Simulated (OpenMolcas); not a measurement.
**C2H9NSi (SMILES CN(C)[SiH3]) at 6 levels**

We compute a comparison of 6 runs (HF/STO-3G, M06-2X/6-31G*, PBE/6-31G*, SVWN5/6-31G*, revPBE/6-31G*, MP2/6-31G*) of C2H9NSi. 

The calculation is run with OpenMolcas 26.06.

1 further run of the same task is left out (set aside as unsound or not needed).

**1. The system as given**

C2H9NSi: 13 atoms, total charge 0, spin state singlet. SMILES: `CN(C)[SiH3]`. The shape is that of a PBE0-D4/def2-TZVP optimisation.

Bond lengths: C1–N2 1.442 Å, N2–C3 1.442 Å, N2–Si4 1.717 Å, C1–H5 1.101 Å, C1–H6 1.097 Å, C1–H7 1.092 Å, C3–H8 1.097 Å, C3–H9 1.101 Å, C3–H10 1.092 Å, Si4–H11 1.497 Å, Si4–H12 1.487 Å, Si4–H13 1.487 Å. Some angles: C1–N2–C3 113.7°, C1–N2–Si4 120.9°, C3–N2–Si4 120.9°, N2–C1–H5 112.8°, N2–C1–H6 110.4°, N2–C1–H7 110.5°, N2–C3–H8 110.4°, N2–C3–H9 112.8°, N2–C3–H10 110.5°, N2–Si4–H11 115.3°.

**2. Energy and gradient at HF/STO-3G (run 1)**

File calc.inp:

```
&GATEWAY
BASLIB=$CurrDir
COORD
13
angstrom
C       -0.853400       1.051500      -0.567400
N       -0.064300       0.101400       0.176900
C        1.257300       0.576800       0.503700
Si      -0.404400      -1.580400       0.101900
H       -0.416100       1.292500      -1.548500
H       -0.947500       1.991500      -0.009400
H       -1.860700       0.663700      -0.735400
H        1.197400       1.509100       1.079000
H        1.870100       0.778300      -0.388400
H        1.787100      -0.156700       1.115700
H        0.068700      -2.275300      -1.137100
H       -1.879700      -1.752300       0.167000
H        0.265600      -2.234700       1.256700
BASIS=STO-3G
GROUP=NoSym
&SEWARD
&SCF
THRESHOLDS=1e-10 1e-07 1e-07 1e-05
PRORBITALS=1 1
&ALASKA
```

The basis set STO-3G is read from a file made from the Basis Set Exchange's data (not shown).

On the command line:

```bash
$ export MOLCAS_MEM=1860
$ pymolcas calc.inp > calc.log
```

Log:

```text
--- Start Module: gateway ---
[...]
--- Stop Module: gateway /rc=_RC_ALL_IS_WELL_ ---
[...]
      Basis functions           33
[...]
--- Start Module: scf ---
[...]
       Convergence after  11 Iterations
[...]
::    Total SCF energy                               -419.3981673995
[...]
      Total spin, S                                     0.0000000000
[...]
      Total electronic charge=   42.000000
      Total            charge=   -0.000000
[...]
      Dipole Moment (debye):
      Origin of the operator (angstrom)=   -0.0970   -0.3123    0.0581
                   X=  1.5692E-01               Y= -8.6120E-02               Z= -3.4769E-01           Total=  3.9106E-01
      Quadrupole Moment (debye*angstrom):
[...]
--- Stop Module: scf /rc=_RC_ALL_IS_WELL_ ---
--- Start Module: alaska ---
[...]
 *              Molecular gradients               *
 **************************************************
  Irreducible representation: a
 ------------------------------------------------------------------------------------------
                              X                       Y                       Z
 ------------------------------------------------------------------------------------------
  C1                9.96621094168448E-03   -1.74685580324745E-02    1.19178461640743E-02
  N2                7.40614550375496E-03    1.53541521260063E-02   -7.83987261237717E-03
  C3               -2.05293236152508E-02   -1.05873534407301E-02   -3.49515722968530E-03
  SI4               9.93468740243841E-03    4.82772123746251E-02    1.73174023355316E-03
  H5                3.13643414227549E-03    1.21667887089671E-05   -3.12848172867275E-03
  H6                6.75526332805099E-05    2.47577702773816E-03    3.56765364160316E-03
  H7               -2.46163123901155E-03   -1.39954590802516E-03   -1.40219641829753E-04
  H8               -1.94789357218583E-03    2.90561280131474E-03    2.52695495968158E-03
[...]
--- Stop Module: alaska /rc=_RC_ALL_IS_WELL_ ---
[...]
```

Run time: 2.6 s. Hardware: 1 thread of AMD EPYC 7R43 (Zen 3), shared host; peak memory 0.37 GiB.

**3. Energy and forces at M06-2X/6-31G(d) (spherical functions) (run 2)**

File job.input:

```
&gateway
  baslib = $CurrDir
  coord
  13
  angstrom
  C       -0.853400       1.051500      -0.567400
  N       -0.064300       0.101400       0.176900
  C        1.257300       0.576800       0.503700
  Si      -0.404400      -1.580400       0.101900
  H       -0.416100       1.292500      -1.548500
  H       -0.947500       1.991500      -0.009400
  H       -1.860700       0.663700      -0.735400
  H        1.197400       1.509100       1.079000
  H        1.870100       0.778300      -0.388400
  H        1.787100      -0.156700       1.115700
  H        0.068700      -2.275300      -1.137100
  H       -1.879700      -1.752300       0.167000
  H        0.265600      -2.234700       1.256700
  basis = 6-31Gs
  group = NoSym

&seward
  gridinput
  Grid=UltraFine
  End of Grid

&scf
  ksdft = M062X
  thresholds = 1e-10 1e-07 1e-07 1e-05
  prorbitals = 1 1

&alaska
```

The basis set 6-31G* is read from a file made from the Basis Set Exchange's data (not shown).

On the command line:

```bash
$ export MOLCAS_MEM=1860
$ pymolcas job.input > job.log
```

Log:

```text
--- Start Module: gateway ---
[...]
--- Stop Module: gateway /rc=_RC_ALL_IS_WELL_ ---
[...]
      Basis functions           78
[...]
--- Start Module: scf ---
[...]
       Convergence after  13 Iterations
[...]
::    Total KS-DFT energy                            -425.7459178855
[...]
      Total spin, S                                     0.0000000000
[...]
      Total electronic charge=   42.000000
      Total            charge=   -0.000000
[...]
      Dipole Moment (debye):
      Origin of the operator (angstrom)=   -0.0970   -0.3123    0.0581
                   X=  3.0732E-01               Y=  8.0879E-01               Z= -2.4761E-01           Total=  8.9994E-01
      Quadrupole Moment (debye*angstrom):
[...]
--- Stop Module: scf /rc=_RC_ALL_IS_WELL_ ---
[...]
--- Start Module: alaska ---
[...]
 *              Molecular gradients               *
 **************************************************
  Irreducible representation: a
 ------------------------------------------------------------------------------------------
                              X                       Y                       Z
 ------------------------------------------------------------------------------------------
  C1                1.75131245424742E-03   -3.36420347394562E-03    2.53456191215573E-03
  N2                1.28232169215048E-03    2.43694789364035E-04   -2.44663824016644E-03
  C3               -4.05240869132406E-03   -2.04236433111671E-03   -3.66374221382415E-04
  SI4               8.90845934264917E-04    6.36590794273495E-03    9.97334703598862E-04
  H5               -6.09307874983589E-04   -1.57893031198508E-05    6.43239730633738E-04
  H6               -1.35857407675077E-04   -7.20080144582358E-04   -6.38774874943016E-04
  H7                1.09346559792067E-03    4.36739174848100E-04   -2.41822596789287E-05
  H8                3.23711466020393E-04   -8.40114773436262E-04   -4.18585148414419E-04
[...]
--- Stop Module: alaska /rc=_RC_ALL_IS_WELL_ ---
[...]
```

Run time: 58 s. Hardware: 1 thread of AMD EPYC 7R43 (Zen 3), shared host; peak memory 0.44 GiB.

**4. Energy and gradient at PBE/6-31G(d) (spherical functions) (run 3)**

File run.input:

```
* C2H9NSi Kohn-Sham DFT
&GATEWAY
BasLib=$CurrDir
Coord
13
angstrom
C       -0.853400       1.051500      -0.567400
N       -0.064300       0.101400       0.176900
C        1.257300       0.576800       0.503700
Si      -0.404400      -1.580400       0.101900
H       -0.416100       1.292500      -1.548500
H       -0.947500       1.991500      -0.009400
H       -1.860700       0.663700      -0.735400
H        1.197400       1.509100       1.079000
H        1.870100       0.778300      -0.388400
H        1.787100      -0.156700       1.115700
H        0.068700      -2.275300      -1.137100
H       -1.879700      -1.752300       0.167000
H        0.265600      -2.234700       1.256700
Basis=6-31Gs
Group=NoSym
&SEWARD
GridInput
Grid=UltraFine
End of Grid
&SCF
KSDFT=PBE
Thresholds=1e-10 1e-07 1e-07 1e-05
PrOrbitals=1 2
&ALASKA
```

The basis set 6-31G* is read from a file made from the Basis Set Exchange's data (not shown).

On the command line:

```bash
$ export MOLCAS_MEM=1860
$ pymolcas run.input > run.log
```

Log:

```text
--- Start Module: gateway ---
[...]
--- Stop Module: gateway /rc=_RC_ALL_IS_WELL_ ---
[...]
      Basis functions           78
[...]
--- Start Module: scf ---
[...]
       Convergence after  15 Iterations
[...]
::    Total KS-DFT energy                            -425.4958658746
[...]
      Total spin, S                                     0.0000000000
[...]
      Total electronic charge=   42.000000
      Total            charge=   -0.000000
[...]
      Dipole Moment (debye):
      Origin of the operator (angstrom)=   -0.0970   -0.3123    0.0581
                   X=  3.0992E-01               Y=  9.0748E-01               Z= -2.0894E-01           Total=  9.8144E-01
      Quadrupole Moment (debye*angstrom):
[...]
--- Stop Module: scf /rc=_RC_ALL_IS_WELL_ ---
[...]
--- Start Module: alaska ---
[...]
 *              Molecular gradients               *
 **************************************************
  Irreducible representation: a
 ------------------------------------------------------------------------------------------
                              X                       Y                       Z
 ------------------------------------------------------------------------------------------
  C1                7.97531488275549E-04   -4.89657990817349E-04    1.02441534427156E-03
  N2                1.62417606239805E-03   -3.65320410041114E-03   -4.84372683167633E-03
  C3               -1.38785811697861E-03    1.77367203191281E-05   -4.18314281822596E-05
  SI4               7.36811876458798E-04    6.50180174698178E-03    1.36204366221154E-03
  H5               -2.65205623540044E-03   -2.10706820802087E-03    6.94378264251760E-03
  H6                6.51346877316383E-04   -6.76582960224126E-03   -3.65656865783137E-03
  H7                6.75390274451848E-03    2.32608685972369E-03    1.13266302429327E-03
  H8                1.69684936717263E-04   -6.67400256451289E-03   -3.91354058449789E-03
[...]
--- Stop Module: alaska /rc=_RC_ALL_IS_WELL_ ---
[...]
```

Run time: 59 s. Hardware: 1 thread of AMD EPYC 7R43 (Zen 3), shared host; peak memory 0.44 GiB.

Runs 4 to 5 aren't shown in full; the table further down has their settings and results.

**5. The energy at MP2/6-31G(d) (spherical functions) (run 6)**

File mol.inp:

```
* C2H9NSi MP2
>>> EXPORT MOLCAS_PRINT=2

&GATEWAY
  BasLib
  $CurrDir
  Coord
  13
  angstrom
  C       -0.853400       1.051500      -0.567400
  N       -0.064300       0.101400       0.176900
  C        1.257300       0.576800       0.503700
  Si      -0.404400      -1.580400       0.101900
  H       -0.416100       1.292500      -1.548500
  H       -0.947500       1.991500      -0.009400
  H       -1.860700       0.663700      -0.735400
  H        1.197400       1.509100       1.079000
  H        1.870100       0.778300      -0.388400
  H        1.787100      -0.156700       1.115700
  H        0.068700      -2.275300      -1.137100
  H       -1.879700      -1.752300       0.167000
  H        0.265600      -2.234700       1.256700
  Basis
  6-31Gs
  Group
  NoSym

&SEWARD

&SCF
  Thresholds
  1e-10 1e-07 1e-07 1e-05
  PrOrbitals
  1 2

&MBPT2
  Frozen
  8
```

The basis set 6-31G* is read from a file made from the Basis Set Exchange's data (not shown).

On the command line:

```bash
$ export MOLCAS_MEM=1860
$ pymolcas mol.inp > mol.log
```

Log:

```text
--- Start Module: gateway ---
[...]
--- Stop Module: gateway /rc=_RC_ALL_IS_WELL_ ---
[...]
      Basis functions           78
[...]
--- Start Module: scf ---
[...]
       Convergence after  13 Iterations
[...]
::    Total SCF energy                               -424.3324178219
[...]
      Total spin, S                                     0.0000000000
[...]
      Total electronic charge=   42.000000
      Total            charge=   -0.000000
[...]
      Dipole Moment (debye):
      Origin of the operator (angstrom)=   -0.0970   -0.3123    0.0581
                   X=  3.3739E-01               Y=  8.4326E-01               Z= -2.9166E-01           Total=  9.5393E-01
      Quadrupole Moment (debye*angstrom):
[...]
--- Stop Module: scf /rc=_RC_ALL_IS_WELL_ ---
[...]
--- Start Module: mbpt2 ---
[...]
WARNING!
Default frozen orbitals as non valence orbitals is overwritten by user input.
Default values:   5
[...]
       Reference weight ( Cref**2 )         =        0.85352
::    Total MBPT2 energy                             -424.8338546505
[...]
      Total MBPT2 calculations                           0.33      0.39
--- Stop Module: mbpt2 /rc=_RC_ALL_IS_WELL_ ---
[...]
```

Run time: 12 s. Hardware: 1 thread of AMD EPYC 7R43 (Zen 3), shared host; peak memory 0.44 GiB.

**6. Overview of the runs**

```tsv
run	level	integration grid	task	energy (Eh)	dipole moment (D) of the reference	HOMO energy (eV)	LUMO energy (eV)	wall time
1	HF/STO-3G	–	gradient	-419.398167	0.39	-7.11	13.39	2.6 s
2	M06-2X/6-31G* (spherical functions)	UltraFine	gradient	-425.745918	0.90	-7.48	1.83	58 s
3	PBE/6-31G* (spherical functions)	UltraFine	gradient	-425.495866	0.98	-4.80	0.24	59 s
4	SVWN5/6-31G* (spherical functions)	UltraFine	gradient	-423.435264	0.98	-4.84	-0.01	56 s
5	revPBE/6-31G* (spherical functions)	UltraFine	gradient	-425.732408	0.99	-4.78	0.36	52 s
6	MP2/6-31G* (spherical functions)	–	energy	-424.833855	0.95	-9.53	4.29	12 s
```

**7. Outcome**

| quantity | value |
| --- | --- |
| run 6: total energy | -424.83385 Eh |
| run 6: dipole moment (mean-field density) | 0.95 D |
| run 6: HOMO energy (Hartree–Fock orbitals) | -9.53 eV |
| run 6: LUMO energy (Hartree–Fock orbitals) | 4.29 eV |
| run 6: HOMO–LUMO gap (Hartree–Fock orbitals) | 13.81 eV |
| run 6: correlation energy (8 core orbitals frozen) | -501.4 mEh |

In words: Over runs 1, 2, 3, 4, 5 the dipole moment (its size) runs from 0.39 D (HF/STO-3G) to 0.99 D (revPBE/6-31G*). The two ends differ in method and basis. Over runs 1, 2, 3, 4, 5 the HOMO–LUMO gap runs from 4.83 eV (SVWN5/6-31G*) to 20.50 eV (HF/STO-3G). Totals of different functionals can't be ranked against each other. In run 1 the basis is minimal, so the values are rough. All runs together took 4 min, the longest 59 s.
